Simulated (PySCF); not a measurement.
# C4H7ClO2: circular dichroism and optical rotation

Wanted: circular dichroism and optical rotation for C4H7ClO2 (`CO[C@@H]1OC[C@@H]1Cl`).

Programs: PySCF 2.14.0, with routines of our own; each step states its level. All values are computed. Atoms count from 0.

## Step 1: The system as given

14 atoms, charge 0, multiplicity 1; geometry from: GFN2-xTB.

## Step 2: Circular dichroism and optical rotation: TDDFT CAM-B3LYP/aug-cc-pVDZ

Job settings and geometry (Å):

```
{"job": {"kind": "ecd", "xc": "CAM-B3LYP", "basis": "aug-cc-pVDZ", "nstates": 16}, "charge": 0, "multiplicity": 1}
C      2.230849     0.188587     0.386784
O      0.932562     0.748301     0.340482
C     -0.047040    -0.092348     0.814156
O     -0.328355    -1.205819    -0.036211
C     -1.574003    -0.649687    -0.464162
C     -1.465995     0.458130     0.585808
Cl    -1.570425     2.111709     0.008707
H      2.275179    -0.729195    -0.204957
H      2.896159     0.939003    -0.032879
H      2.518141    -0.032430     1.420787
H      0.183603    -0.438517     1.837113
H     -1.522589    -0.293659    -1.495940
H     -2.399172    -1.353806    -0.344056
H     -2.129593     0.349259     1.442228
```

Level: TDDFT CAM-B3LYP/aug-cc-pVDZ circular dichroism and optical rotation, one conformer, gas phase.

Launch:

```bash
$ OMP_NUM_THREADS=1 python excited_run.py task.json out
```

The driver reads the jobs from task.json and runs them one after another.

Standard output:

```text
coarse grid: 12480 points
cycle   1  E = -767.0032496581  dE =  1.285e+00  |g| = 8.142e-01  |ddm| = 1.022e+01
cycle   2  E = -766.9292045128  dE =  7.405e-02  |g| = 1.066e+00  |ddm| = 2.716e+00
cycle   3  E = -767.1351178346  dE = -2.059e-01  |g| = 5.226e-02  |ddm| = 1.465e+00
cycle   4  E = -767.1355655745  dE = -4.477e-04  |g| = 3.050e-02  |ddm| = 1.810e-01
cycle   5  E = -767.1357396873  dE = -1.741e-04  |g| = 1.168e-02  |ddm| = 6.186e-02
cycle   6  E = -767.1357645172  dE = -2.483e-05  |g| = 2.769e-03  |ddm| = 2.205e-02
cycle   7  E = -767.1357662586  dE = -1.741e-06  |g| = 6.165e-04  |ddm| = 7.245e-03
final grid: 116600 points
cycle   8  E = -767.1557758038  dE = -2.142e-05  |g| = 3.552e-03  |ddm| = 1.245e-01
cycle   9  E = -767.1557759732  dE = -1.695e-07  |g| = 3.606e-03  |ddm| = 2.030e-02
cycle  10  E = -767.1557787022  dE = -2.729e-06  |g| = 4.416e-04  |ddm| = 7.219e-03
cycle  11  E = -767.1557787366  dE = -3.442e-08  |g| = 1.491e-04  |ddm| = 9.186e-04
cycle  12  E = -767.1557787415  dE = -4.927e-09  |g| = 2.872e-05  |ddm| = 4.022e-04
cycle  13  E = -767.1557787417  dE = -1.803e-10  |g| = 1.392e-05  |ddm| = 7.542e-05
converged SCF energy = -767.1557787417

Singlet excitations and rotatory strengths (1e-40 esu^2 cm^2)
state   eV       nm     f(len)   f(vel)    R(len)    R(vel)   main configurations
  1   7.1563   173.3  0.00095  0.00085    -0.049     0.064   H-1->L 0.68, H-1->L+3 0.10
  2   7.2528   170.9  0.02982  0.02935    10.570    10.653   H->L 0.73
  3   7.3971   167.6  0.00334  0.00331     2.464     2.426   H->L+7 0.26, H-3->L+7 0.16, H->L+3 0.15
  4   7.4590   166.2  0.00961  0.00986    -0.581    -0.565   H-2->L+7 0.41, H-2->L+3 0.18
  5   7.5310   164.6  0.00574  0.00580     2.056     2.108   H->L+1 0.19, H-1->L+2 0.12, H-1->L+1 0.12
  6   7.5744   163.7  0.00926  0.00927    32.805    32.841   H->L+1 0.41, H-3->L 0.10
  7   7.6541   162.0  0.01744  0.01736   -17.413   -17.007   H-2->L 0.61, H-1->L+2 0.11
  8   7.7850   159.3  0.00548  0.00566     4.227     4.377   H-1->L+2 0.41, H-1->L+1 0.27
  9   7.8378   158.2  0.00910  0.00955    13.250    13.575   H->L+2 0.54, H-3->L 0.14
 10   7.9665   155.6  0.00567  0.00594     0.545     0.524   H->L+3 0.47
 11   8.0109   154.8  0.02093  0.02068     3.984     3.974   H-1->L+1 0.26, H-1->L+3 0.21, H-1->L+4 0.11
 12   8.1263   152.6  0.00852  0.00893     3.278     3.339   H-3->L 0.20, H->L+2 0.17, H->L+1 0.12
 13   8.1737   151.7  0.00344  0.00334     0.489     0.633   H-1->L+7 0.48, H-1->L+5 0.14
 14   8.2824   149.7  0.02090  0.02099     7.754     7.919   H-2->L+3 0.14, H->L+6 0.12, H-2->L+2 0.11
 15   8.3175   149.1  0.02228  0.02267   -34.741   -35.169   H->L+6 0.13, H-2->L+2 0.13, H-2->L+3 0.09
 16   8.3852   147.9  0.01117  0.01090    12.026    11.880   H-2->L+2 0.49, H-2->L+1 0.14

Specific rotation (deg / (dm g/mL))
    nm     length   length(OI)   velocity    alpha(len)  alpha(vel)
  633.0    -111.28    -111.18    -103.29       70.704     69.911
  589.3    -128.85    -128.73    -119.52       70.914     70.119
  546.0    -150.73    -150.59    -139.71       71.176     70.379
  436.0    -239.83    -239.59    -221.52       72.262     71.456
  405.0    -279.33    -279.04    -257.54       72.756     71.945
  365.0    -345.95    -345.56    -317.87       73.615     72.797
  355.0    -366.11    -365.69    -336.00       73.883     73.063
```

It took 1.7 min on 1 thread of Arm Neoverse V1, shared host; peak memory 1 GiB.

## Step 3: Summary of results

```
                                                                                         quantity                                                          value
state of largest rotatory strength (velocity form) among 16 (step 2, TDDFT CAM-B3LYP/aug-cc-pVDZ)  8.32 eV, R = -35.2 (velocity), -34.7 (length) ·10⁻⁴⁰ esu² cm²
                              specific rotation at 633.0 nm (step 2, TDDFT CAM-B3LYP/aug-cc-pVDZ)                             -103.3 (velocity), -111.3 (length)
```

What this shows: Rotations belong to one conformer.
